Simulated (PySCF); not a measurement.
# BClH5PSi: the cost of one run

The runs use PySCF 2.14.0, with density-fitted response routines of our own; the level of theory stands in each step. All values are computed, except where a source is named. Atoms are numbered from 0 throughout.

### Step 1. The starting structure

9 atoms, charge 0, multiplicity 1; geometry from: GFN2-xTB. The atoms were then displaced at random by about 0.01 Å, so the start is not that level's minimum.

Bonds of the start (Å): Si0–P1 2.22, P1–B2 1.84, B2–Cl3 1.74, Si0–H4 1.49, Si0–H5 1.44, Si0–H6 1.46, P1–H7 1.39, B2–H8 1.19.

### Step 2. Geometry optimisation at PBE0-D3(BJ)/def2-SVP

Job settings and geometry (Å):

```
{"job": {"xc": "PBE0", "basis": "def2-SVP", "d3": "d3bj", "grid": 1, "shake": 0.01, "kind": "geom"}, "charge": 0, "multiplicity": 1}
Si    -1.476500    -0.107870    -0.201760
P      0.365650     1.088110     0.110460
B      1.581660    -0.193340     0.626580
Cl     3.083950    -0.431400    -0.226830
H     -2.403750     0.835420    -0.896890
H     -1.325040    -1.285990    -1.021130
H     -1.968230    -0.448840     1.125380
H      0.768690     1.311790    -1.199410
H      1.431370    -0.785040     1.649870
```

Started as:

```console
$ OMP_NUM_THREADS=1 python probes_run.py task.json out
```

This one command runs all jobs of the session in turn.

**Question.** How long does this first job take on 1 thread of Arm Neoverse V2, shared host, and how much memory does it need?

About 17 s, with a peak of 0.38 GiB.
